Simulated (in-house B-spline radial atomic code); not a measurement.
# Cu¹²⁺: density, ELF and screening along the radius

Aim: the shell structure of Cu¹²⁺ in the radial density, the electron localisation function and the screened nuclear charge, under several settings.

The numbers are computed with in-house B-spline radial atomic code version 1 (several methods, spin-polarised, as named in each step; spherical all-electron atom at the radial basis limit), except any that are marked as measured or tabulated.

## Step 1: The atom as given

| Item | Value |
| --- | --- |
| element | copper (Z = 29) |
| charge | +12 |
| electrons | 17 |
| configuration | [Ne] 3s1 3p6 |
| nucleus | point (non-relativistic runs) or finite (X2C runs) |

Outer shells as boxes (Hund's rule):

[Ne] 3s1 3p6
```
[Ne] core
3s [↑ ]
3p [↑↓][↑↓][↑↓]
```

Where spins are not typed, each open shell is filled with up spins first.

## Step 2: PBE, X2C, [Ne] 3s1 3p6

Settings, as recorded:

```ini
Z = 29
electrons = 17.0
configuration = [Ne] 3s1 3p6
hamiltonian = x2c
method = pbe,pbe
spin_polarised = True
nucleus = fermi
rms_radius = 3.8823
mass_number = 63
atomic_mass = 62.929597119
speed_of_light = 137.035999084
```

Command:

```bash
$ python run_scf.py task.json out
```

One command runs all members of the session, one after another, from task.json.

## Step 3: PBE, X2C, [He] 2s2 2p5 3s2 3p5 3d1

Changes to the settings of step 2:

```diff
@@ -2,3 +2,3 @@
 electrons = 17.0
-configuration = [Ne] 3s1 3p6
+configuration = [He] 2s2 2p5 3s2 3p5 3d1
 hamiltonian = x2c
```

## Step 4: Hartree-Fock, non-rel., [He] 2s2 2p5 3s2 3p5 4f1

Settings, as recorded:

```ini
Z = 29
electrons = 17.0
configuration = [He] 2s2 2p5 3s2 3p5 4f1
hamiltonian = nr
method = hf
spin_polarised = True
```

## Step 5: r2SCAN, non-rel., [Ne] 3s2 3p4 3d1

Settings, as recorded:

```ini
Z = 29
electrons = 17.0
configuration = [Ne] 3s2 3p4 3d1
hamiltonian = nr
method = r2scan
spin_polarised = True
```

## Step 6: LDA (VWN5), non-rel., [He] 2s2 2p5 3s2 3p5 4d1

Settings, as recorded:

```ini
Z = 29
electrons = 17.0
configuration = [He] 2s2 2p5 3s2 3p5 4d1
hamiltonian = nr
method = lda,vwn
spin_polarised = True
```

**Question.** How large is the system in each run, where do the shell borders lie, and what is the highest level?

As calculated:

| run | total energy (hartree) | highest level (eV) | radius holding 50 / 90 / 99 % (bohr) | radius at n = 0.001 (bohr) | ELF minima on the full grid (bohr) |
| --- | --- | --- | --- | --- | --- |
| PBE, X2C, [Ne] 3s1 3p6 | -1591.1693 | -384.87 | 0.267 / 0.774 / 1.15 | 1.64 | 0.084, 0.40 |
| PBE, X2C, [He] 2s2 2p5 3s2 3p5 3d1 | -1556.5567 | -330.93 | 0.300 / 0.779 / 1.14 | 1.63 | 0.084, 0.33 |
| Hartree-Fock, non-rel., [He] 2s2 2p5 3s2 3p5 4f1 | -1534.4248 | -150.06 | 0.308 / 0.868 / 1.70 | 2.37 | 0.088, 0.33 |
| r2SCAN, non-rel., [Ne] 3s2 3p4 3d1 | -1576.3130 | -320.75 | 0.269 / 0.774 / 1.15 | 1.64 | 0.085, 0.40 |
| LDA (VWN5), non-rel., [He] 2s2 2p5 3s2 3p5 4d1 | -1533.2173 | -167.46 | 0.306 / 0.876 / 1.74 | 2.36 | 0.090, 0.33, 1.2 |

In the first run ELF has 2 minima on the grid, which mark the borders between shells. On the record's full grid the screened charge (r times the electrostatic potential) falls from 28.9 near the nucleus to 12.00 at 2.2 bohr; far out it tends to the net charge, 12. The radius that holds 99 % of the electrons runs from 1.14 bohr (PBE, X2C, [He] 2s2 2p5 3s2 3p5 3d1) to 1.74 bohr (LDA (VWN5), non-rel., [He] 2s2 2p5 3s2 3p5 4d1). The grid is coarse (about 19 % a step), so the places of minima are rough. For X2C runs ELF uses the non-relativistic kinetic energy density, and the fields carry no picture-change correction.
